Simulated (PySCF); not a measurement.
**Ca₂F⁺: relaxation and vibrations of the singlet**

Where does singlet Ca₂F⁺ go from a linear start, is the end point a minimum, and what are its modes, charges and moments?

Method: PBE0, basis F def2-TZVP, Ca def2-TZVP, no relativity, density fitting; program: PySCF 2.14.0.

## Step 1: The system as given

3 atoms, charge 1, spin multiplicity 1.

Bond lengths: F1–Ca2 2.303 Å, F1–Ca3 2.303 Å. Angles: Ca2–F1–Ca3 180.0°.

Coordinates in bohr (charge 1 multiplicity 1):
```
F     0.0000    0.0000    0.0000
Ca    0.0000    0.0000    4.3520
Ca    0.0000    0.0000   -4.3520
```

## Step 2: Linear start, singlet: relaxation

The steps below are one call of a driver around PySCF. For each, scf.py gives the equivalent set-up of the SCF; relaxations use the driver's own optimiser. Before each start the driver seeks the lowest SCF state from one or more starting densities and follows internal instabilities, so scf.py alone need not reach the same state.

The program finds D∞h symmetry in the start, which this walk keeps. Threshold on the gradient: 0.0003 Eh/bohr, with a further test on the energy change.

scf.py reads:

```python
from pyscf import gto, scf, dft
mol = gto.M(atom='''
F      0.000000     0.000000     0.000000
Ca     0.000000     0.000000     2.303000
Ca     0.000000     0.000000    -2.303000''',
    basis={'F': 'def2-TZVP', 'Ca': 'def2-TZVP'},
    charge=1, spin=0)
mf = dft.RKS(mol, xc='PBE0')
mf.grids.atom_grid = (50, 194)
aux = {'F': 'def2-universal-JKFIT', 'Ca': 'def2-universal-JKFIT'}
mf = mf.density_fit(auxbasis=aux)
mf.kernel()
```

The optimiser's trace:

```csv
step,energy (Eh),change (kJ/mol),largest symmetric gradient (Eh/bohr)
0,-1454.465997,0.00,0.02737
1,-1454.471964,-15.66,0.02270
2,-1454.479283,-34.88,0.00993
3,-1454.479942,-36.61,0.00363
4,-1454.480070,-36.95,0.00040
5,-1454.480071,-36.95,0.00002
```

The walk ran for 3.9 s (4 threads, shared host).

Geometry (Å) and forces (eV/Å) at some steps:

```
step 0
F    0.000   0.000   0.000   0.000   0.000   0.000
Ca   0.000   0.000   2.303   0.000   0.000  -1.407
Ca   0.000   0.000  -2.303   0.000   0.000   1.407
step 1
F    0.000   0.000   0.000   0.000   0.000   0.000
Ca   0.000   0.000   2.240   0.000   0.000  -1.167
Ca   0.000   0.000  -2.240   0.000   0.000   1.167
step 3
F    0.000   0.000   0.000   0.000   0.000   0.000
Ca   0.000   0.000   2.093   0.000   0.000  -0.187
Ca   0.000   0.000  -2.093   0.000   0.000   0.186
step 5
F    0.000   0.000   0.000   0.000   0.000   0.000
Ca   0.000   0.000   2.074   0.000   0.000   0.001
Ca   0.000   0.000  -2.074   0.000   0.000  -0.001
```

End point (D∞h, 5 steps, 37.0 kJ/mol gained): F–Ca 2.074 Å (×2); Ca–F–Ca 180.0°.

## Step 3: Frequencies

The point is checked on the finer grid, and tightened if its gradient asks for it. The Hessian and the dipole derivatives come from central differences of analytic gradients, with steps of 0.01 bohr.

Changes to scf.py since step 2:

```diff
@@ -3,3 +3,3 @@
-F      0.000000     0.000000     0.000000
-Ca     0.000000     0.000000     2.303000
-Ca     0.000000     0.000000    -2.303000''',
+F      0.000000    -0.000000     0.000000
+Ca     0.000000     0.000000     2.074228
+Ca    -0.000000    -0.000000    -2.074228''',
@@ -9 +9 @@
-mf.grids.atom_grid = (50, 194)
+mf.grids.atom_grid = (75, 302)
```

The driver hands on the density of the step before, so the log starts near convergence.

SCF at the final geometry:

```text
init E= -1454.48029219052
  HOMO = -0.276226391172784  LUMO = -0.235292009396716  gap/eV = 1.11388
cycle= 1 E= -1454.48029218836  delta_E= 2.16e-09  |g|= 5e-05  |ddm|= 0.000265
  HOMO = -0.276226310253677  LUMO = -0.235291983432912  gap/eV = 1.11388
cycle= 2 E= -1454.48029215543  delta_E= 3.29e-08  |g|= 0.000194  |ddm|= 0.00104
  HOMO = -0.276226329850734  LUMO = -0.235291987468001  gap/eV = 1.11388
cycle= 3 E= -1454.48029219067  delta_E= -3.52e-08  |g|= 5.59e-06  |ddm|= 0.00083
  HOMO = -0.276226348345052  LUMO = -0.235291987302521  gap/eV = 1.11388
cycle= 4 E= -1454.48029219067  delta_E= -2.5e-12  |g|= 5.22e-08  |ddm|= 4.85e-06
  HOMO = -0.276226345961933  LUMO = -0.235291982021092  gap/eV = 1.11388
Extra cycle  E= -1454.48029219067  delta_E= -2.27e-13  |g|= 4.24e-08  |ddm|= 2.33e-07
converged SCF energy = -1454.48029219067
```

The whole step took 6.7 s.

Geometry: D∞h; F–Ca 2.074 Å (×2); Ca–F–Ca 180.0°.

Modes, for the most abundant isotopes:

```csv
symmetry,ω (cm⁻¹),IR (km/mol),μ (u)
πu,93i,1.6,21.13
σg+,266,0.0,39.96
σu+,512,195,21.13
```

With 2 modes imaginary (up to 93i cm⁻¹) this point is a saddle.

Properties at this point:

```yaml
Dipole_moment_about_the_centre_of_mass: 0.00 D
Highest_occupied_level: -7.52 eV
Lowest_empty_level: -6.40 eV
Rotational_constants: 0.04902 cm⁻¹
Zero-point_energy_real_modes: 4.7 kJ/mol
Principal_polarisabilities: 215.2, 215.2, 552.5 bohr³
Principal_traceless_quadrupole_moments_about_the_centre_of_mass: -18.97, -18.97, 37.94 D Å
```

Charges (e) and bond orders:

```tsv
atom	Mulliken	Löwdin	polar tensor	Mayer order to F1
F1	-0.66	-0.41	0.85	–
Ca2,3	0.83	0.71	0.07	0.27
```

Outer orbital energies (eV). occupied: -34.53, -34.53, -34.53, -33.52, -16.70, -15.93, -15.93, -7.52; empty: -6.40, -4.39, -4.39, -4.39.

Mulliken populations on F1: s 3.96, p 5.70, d 0.00, f 0.00.

## Step 4: Downhill along the imaginary mode

The atoms are moved a little along the softest imaginary mode and relaxed again.

The program finds C2v symmetry in the start, which this walk keeps.

Changes to scf.py since step 3:

```diff
@@ -3,3 +3,3 @@
-F      0.000000    -0.000000     0.000000
-Ca     0.000000     0.000000     2.074228
-Ca    -0.000000    -0.000000    -2.074228''',
+F     -0.161112     0.191162     0.000000
+Ca     0.038297    -0.045440     2.074228
+Ca     0.038297    -0.045440    -2.074228''',
@@ -9 +9 @@
-mf.grids.atom_grid = (75, 302)
+mf.grids.atom_grid = (50, 194)
```

Steps of the walk:

```csv
step,energy (Eh),change (kJ/mol),largest symmetric gradient (Eh/bohr)
0,-1454.481080,0.00,0.00559
1,-1454.481454,-0.98,0.00447
2,-1454.486525,-14.30,0.00725
3,-1454.493576,-32.81,0.01158
4,-1454.494834,-36.11,0.01288
5,-1454.496209,-39.72,0.00911
6,-1454.497164,-42.23,0.00255
7,-1454.497231,-42.40,0.00069
8,-1454.497236,-42.42,0.00001
```

The walk took 6.7 s.

End point (C2v, 8 steps, 42.4 kJ/mol gained): F–Ca 2.099 Å (×2); Ca–F–Ca 104.1°.

## Step 5: Hessian and properties

The same treatment as at the point before.

Changes to scf.py since step 4:

```diff
@@ -3,3 +3,3 @@
-F     -0.161112     0.191162     0.000000
-Ca     0.038297    -0.045440     2.074228
-Ca     0.038297    -0.045440    -2.074228''',
+F     -0.672900     0.798407     0.000000
+Ca     0.160174    -0.190049     1.656059
+Ca     0.160174    -0.190049    -1.656059''',
@@ -9 +9 @@
-mf.grids.atom_grid = (50, 194)
+mf.grids.atom_grid = (75, 302)
```

Log of the central SCF (cycles and frontier levels):

```text
init E= -1454.49733602788
  HOMO = -0.299088326957474  LUMO = -0.217980083894178  gap/eV = 2.20707
cycle= 1 E= -1454.49733602788  delta_E= -1.36e-12  |g|= 3.56e-06  |ddm|= 6.14e-06
  HOMO = -0.299088275402852  LUMO = -0.217980149781404  gap/eV = 2.20706
Extra cycle  E= -1454.49733602788  delta_E= 2.05e-12  |g|= 6.11e-06  |ddm|= 4.78e-06
converged SCF energy = -1454.49733602788
```

The whole step took 8.9 s.

Geometry: C2v; F–Ca 2.101 Å (×2); Ca–F–Ca 104.0°.

Harmonic modes (main isotopes):

```json
{"symmetry": "a1", "ω (cm⁻¹)": "168", "IR (km/mol)": "8.7", "μ (u)": "32.17"}
{"symmetry": "b2", "ω (cm⁻¹)": "386", "IR (km/mol)": "12.6", "μ (u)": "22.22"}
{"symmetry": "a1", "ω (cm⁻¹)": "415", "IR (km/mol)": "40.4", "μ (u)": "24.23"}
```

No imaginary mode, so this is a minimum.

Properties at this point:

```
Dipole moment about the centre of mass                          : 1.02 D
Highest occupied level                                          : -8.14 eV
Lowest empty level                                              : -5.93 eV
Rotational constants                                            : 0.6572, 0.07691, 0.06885 cm⁻¹
Zero-point energy                                               : 5.8 kJ/mol
Principal polarisabilities                                      : 116.5, 143.6, 309.7 bohr³
Principal traceless quadrupole moments about the centre of mass : -21.84, -14.92, 36.76 D Å
Entropy at 298.15 K and 1 bar                                   : 286.0 J/(mol K)
Heat capacity Cp at 298.15 K                                    : 53.4 J/(mol K)
Enthalpy at 298.15 K above 0 K                                  : 13.15 kJ/mol
Rotational symmetry number                                      : 2
```

Charges (e) and bond orders:

```json
{"atom": "F1", "Mulliken": "-0.64", "Löwdin": "-0.41", "polar tensor": "-0.02", "Mayer order to F1": "–"}
{"atom": "Ca2,3", "Mulliken": "0.82", "Löwdin": "0.70", "polar tensor": "0.51", "Mayer order to F1": "0.28"}
```

Mulliken populations on F1: s 3.96, p 5.67, d 0.00, f 0.00.

## Step 6: Stability of the closed shell

At the lowest minimum the closed shell is tested against spin polarisation, on the (50, 194) grid. It is stable.

## Step 7: All stationary points

| spin | group | bonds | imaginary modes (cm⁻¹) | ΔE (kJ/mol) | with zero-point energy |
| --- | --- | --- | --- | --- | --- |
| singlet | C2v | F–Ca 2.101 Å (×2) | none | 0.0 | 0.0 |
| singlet | D∞h | F–Ca 2.074 Å (×2) | 93i, 93i | 44.7 | – |

## Step 8: Outcome

| quantity | value |
| --- | --- |
| minimum | singlet, C2v |
| geometry | F–Ca 2.101 Å (×2); Ca–F–Ca 104.0° |
| wavenumbers (cm⁻¹) | 168 (a1), 386 (b2), 415 (a1) |
| dipole moment (centre of mass) | 1.02 D |
| highest occupied, lowest empty level | -8.14, -5.93 eV |
| polar-tensor charge of F1 | -0.02 e |
| zero-point energy | 5.8 kJ/mol |
| entropy at 298.15 K | 286.0 J/(mol K) |

In words: From D∞h at the start the molecule goes to a C2v minimum, after a stop at a second-order saddle point 44.7 kJ/mol higher, from which it was pushed off along an imaginary mode. The strongest infrared band lies at 415 cm⁻¹ (a1). Other starts or spin states, not run here, may lie lower.

The search up to here ran for 30 s (4 threads, shared host).
